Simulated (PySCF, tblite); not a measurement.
# C6H14FGaO: geometry, infrared bands and NMR shifts

Aim: predict the infrared bands and NMR shifts of C6H14FGaO (`C[C@@H](F)[GaH2-][O+]1CCCC1`).

Programs: tblite 0.8.0 and PySCF 2.14.0, with density-fitted response routines of our own. Each step states its level of theory. These are calculated values for one molecule in the gas phase, unless marked as measured. Atoms are numbered from 0 throughout.

## Step 1: The starting structure

23 atoms, charge 0, multiplicity 1; geometry from: force field or distance geometry start.

Bonds of the start (Å): C0–C1 1.53, C1–F2 1.38, C1–Ga3 1.99, Ga3–O4 1.84, O4–C5 1.38, C5–C6 1.52, C6–C7 1.53, C7–C8 1.52, C8–O4 1.38, C0–H9 1.10, C0–H10 1.11, C0–H11 1.11, C1–H12 1.10, Ga3–H13 1.61, Ga3–H14 1.59, C5–H15 1.09, C5–H16 1.12, C6–H17 1.10, C6–H18 1.10, C7–H19 1.12, C7–H20 1.10, C8–H21 1.12, C8–H22 1.11.

## Step 2: Relaxing the molecule with GFN2-xTB

The job: settings as JSON, then the geometry in Å.

```
{"job": {"kind": "relax", "xc": "GFN2-xTB", "basis": "xTB"}, "charge": 0, "multiplicity": 1}
C      2.955200    -0.473700     0.851700
C      2.569800    -0.122200    -0.585700
F      2.594300    -1.249700    -1.379400
Ga     0.793500     0.754700    -0.735000
O     -0.365600     0.216200     0.583700
C     -0.898500    -1.040600     0.370300
C     -2.060600    -0.731700    -0.563500
C     -2.668800     0.414200     0.244800
C     -1.392700     1.130000     0.642100
H      3.307700    -1.518800     0.851500
H      2.069600    -0.320900     1.503700
H      3.760600     0.212700     1.188200
H      3.359600     0.554400    -0.936400
H      1.036200     2.333000    -0.527700
H      0.192700     0.447700    -2.177000
H     -0.197300    -1.773900    -0.029900
H     -1.369500    -1.365900     1.332300
H     -1.703000    -0.402900    -1.553000
H     -2.766500    -1.577500    -0.631100
H     -3.127500    -0.002200     1.172100
H     -3.361400     1.035500    -0.346300
H     -1.250600     1.945100    -0.110800
H     -1.482100     1.563500     1.664200
```

On the command line:

```sh
$ OMP_NUM_THREADS=1 python probes_run.py task.json out
```

This one command runs all jobs of the session in turn.

**Question.** This job is followed by: GFN2-xTB harmonic vibrations, gas phase; GIAO PBE0/pcSseg-1 NMR shielding, non-relativistic, gas phase. What will the session give for the following? strongest single infrared mode (GFN2-xTB); zero-point energy (GFN2-xTB); 13C shifts against TMS (PBE0/pcSseg-1, means over atoms taken as alike); 1H shifts against TMS (PBE0/pcSseg-1, means over atoms taken as alike); 19F shifts against CFCl3 (PBE0/pcSseg-1); 17O shifts against H2O (PBE0/pcSseg-1); shieldings of Ga (PBE0/pcSseg-1).

The runs gave:

```
                                                               quantity                                               value
                              strongest single infrared mode (GFN2-xTB)                               1672 cm⁻¹, 570 km/mol
                                           zero-point energy (GFN2-xTB)                                      114.6 kcal/mol
13C shifts against TMS (PBE0/pcSseg-1, means over atoms taken as alike)                         104.2, 74.8, 27.7, 23.4 ppm
 1H shifts against TMS (PBE0/pcSseg-1, means over atoms taken as alike)  5.57, 4.93, 4.75, 4.31, 4.18, 1.97, 1.90, 1.75 ppm
                               19F shifts against CFCl3 (PBE0/pcSseg-1)                                          -235.3 ppm
                                 17O shifts against H2O (PBE0/pcSseg-1)                                            56.0 ppm
                                       shieldings of Ga (PBE0/pcSseg-1)                                      Ga3 1425.6 ppm
```

Relaxing lowered the energy by 1.181 eV in 248 steps; the close pair that moved most is Ga3–O4, from 1.836 to 2.090 Å. All 63 modes are real, so the xTB geometry is a minimum. The strongest single mode, at 1672 cm⁻¹, moves mainly H14. Unscaled tight-binding wavenumbers are off by several per cent, some by more. Its intensities can rank the bands wrongly. The most deshielded hydrogen is H12 (hydrogen on an sp3 CH bonded to F and Ga), at 5.57 ppm: its carbon carries F, hence the downfield position. At PBE0/pcSseg-1: The widest tensor belongs to Ga3: span 208 ppm, with a paramagnetic part of -1213 ppm. Spin-orbit coupling is left out, which matters for shieldings and couplings at and beside the heavy atoms.
